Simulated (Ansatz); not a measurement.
# GaHN: the cost of one run

The runs use Ansatz 0.2.0, Gaussian basis; def2-QZVPP, all electrons in the functionals, frozen cores in the correlation of double hybrids and RPA.

Plan: PBE, BLYP, r2SCAN, B97M-V, PBE0, B3LYP, wB97M-V, B2PLYP, at charge 0, quartet; charge 0, doublet; charge 0, sextet; charge 1, triplet; charge 1, quintet (not every functional at every point).

10 further runs of the same task are left out: 2 that didn't finish, 8 set aside as unsound or not needed.

**1. The system**

The geometry is a PBE0/def2-TZVP stationary point (not a proven minimum). No spin-orbit coupling is included. The filled d shell of Ga may be among the frozen orbitals whatever the setting's name suggests; the logs give the count.

3 atoms, charge 0, spin multiplicity 4.

Atoms are counted from 1 here; the program's logs count them from 0.

Bond lengths: N1–Ga2 1.985 Å, Ga2–H3 1.616 Å. Angles: N1–Ga2–H3 112.7°.

Coordinates:

```xyz
3

N     0.0000    0.0939    1.6619
Ga    0.0000   -0.0392   -0.3188
H     0.0000    1.4056   -1.0417
```

No dispersion term is added; B97M-V, wB97M-V hold VV10 nonlocal correlation. B3LYP takes the VWN-RPA correlation.

The geometry shown and the zero of energy belong to the point charge 0, quartet. The yardstick, RCCSD(T), and other wave-function levels (R restricted, U unrestricted, valence and pair active spaces) come from earlier runs.

**2. PBE, charge 0, quartet**

File in.yaml:

```yaml
crystal:
  periodic: [false, false, false]
  atoms:
    - {symbol: N, position_ang: [0.000000, 0.093904, 1.661900]}
    - {symbol: Ga, position_ang: [0.000000, -0.039184, -0.318801]}
    - {symbol: H, position_ang: [0.000000, 1.405604, -1.041722]}
basis:
  gaussian: {orbitals: "def2-QZVPP.json"}
magnetization: {spin_polarized: true, initial_magnetization: 3}
hamiltonian: {xc: {name: PBE}}
output: {orbitals: {seedname: orbitals}}
```

Launch:

```bash
ansatz run in.yaml --threads 1 --pin off --events-out ev --progress --plain --max-ram 2393MiB
```

What time and memory should one allow on 1 thread of Arm Neoverse V1, shared host?

About 12 s, with a peak of 0.29 GiB.
